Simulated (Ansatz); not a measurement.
# Sn3GeTe4: the cost of one run

Program: Ansatz 0.2.0. Level of theory: DFT PBE, scalar-relativistic, plane waves, PAW. These are calculated values, not measurements.

1 further run of the same task is left out (it didn't finish). Runs told in other sessions of the task aren't counted.

### Step 1. The structure to begin with

Symmetry: I4/mmm, No. 139, tetragonal system. The conventional cell has a = 6.321 Å, b = 6.321 Å, c = 12.625 Å, α = 90.00°, β = 90.00°, γ = 90.00°. Sn (site symmetry -4m2) has 6 Te at 3.16 Å in its first shell of neighbours. Around Sn (site symmetry 4/mmm) lie 6 Te at 3.16 to 3.26 Å. Ge (site symmetry 4/mmm) has 6 Te at 3.06 to 3.16 Å in its first shell of neighbours. Te (site symmetry mmm) is surrounded by 4 Sn at 3.16 Å and 2 Ge at 3.16 Å. Te (site symmetry 4mm) has 1 Ge at 3.06 Å and 5 Sn at 3.16 to 3.26 Å in its first shell of neighbours.

Structure file:

```
Sn Ge Te
1.0
    -3.16073    3.16073    6.31232
     3.16073   -3.16073    6.31232
     3.16073    3.16073   -6.31232
Sn Ge Te
3 1 4
Direct
  0.75000 0.25000 0.50000
  0.25000 0.75000 0.50000
  0.00000 0.00000 0.00000
  0.50000 0.50000 0.00000
  0.50000 0.00000 0.50000
  0.00000 0.50000 0.50000
  0.25799 0.25799 0.00000
  0.74201 0.74201 0.00000
```

The cell was relaxed beforehand at this level, from a generated guess; it needn't be the stable form of this composition. At a tolerance of 0.05 Å it has space group I4/mmm (No. 139); it has 31.53 Å³/atom, an uncorrected energy of -0.22 eV/atom over the elements.

### Step 2. Static run: bands, density of states and charges

input.yaml

```yaml
crystal:
  lattice:
    - [-3.1607264549, 3.1607264549, 6.3123189524]
    - [3.1607264549, -3.1607264549, 6.3123189524]
    - [3.1607264549, 3.1607264549, -6.3123189524]
  atoms:
    - { symbol: Sn, position: [0.75, 0.25, 0.5] }
    - { symbol: Sn, position: [0.25, 0.75, 0.5] }
    - { symbol: Sn, position: [0.0, 0.0, 0.0] }
    - { symbol: Ge, position: [0.5, 0.5, 0.0] }
    - { symbol: Te, position: [0.5, 0.0, 0.5] }
    - { symbol: Te, position: [0.0, 0.5, 0.5] }
    - { symbol: Te, position: [0.2579878165, 0.2579878165, 0.0] }
    - { symbol: Te, position: [0.7420121835, 0.7420121835, 0.0] }
basis:
  ecutwfc: 420
kpoints:
  mp_grid: { grid: [8, 8, 8] }
  band_path:
    path:
      - [[0.0, 0.0, 0.0], [0.0, 0.0, 0.5], [0.25, 0.25, 0.25], [0.0, 0.5, 0.0], [0.0, 0.0, 0.0], [0.5, 0.5, -0.5], [0.31268101, 0.68731899, -0.31268101]]
      - [[-0.31268101, 0.31268101, 0.31268101], [0.0, 0.0, 0.0]]
      - [[0.0, 0.0, 0.5], [-0.12536201, 0.12536201, 0.5]]
      - [[0.5, 0.5, -0.12536201], [0.5, 0.5, -0.5]]
    npoints: 14
hamiltonian:
  xc: pbe
scf:
  occupations: { method: gaussian, width: 0.1 }
  n_extra_bands: 20
output:
  forces: true
  stress: true
  eigenvalues: true
  populations: true
  dos: { projected: true, de: 0.02, nscf_kmesh: { grid: [10, 10, 10] } }
  bader: true
```

Started as:

```
$ ansatz run input.yaml --threads 1 --pin off --max-ram 2560MiB --backend cpu --events-out ev --progress --plain --runs-dir out
```

**Question.** How long does this run take on 1 thread of Intel Xeon at 2.50GHz (Skylake/Cascade Lake), shared host, and how much memory does it need?

About 9 min, with a peak of 1.7 GiB.
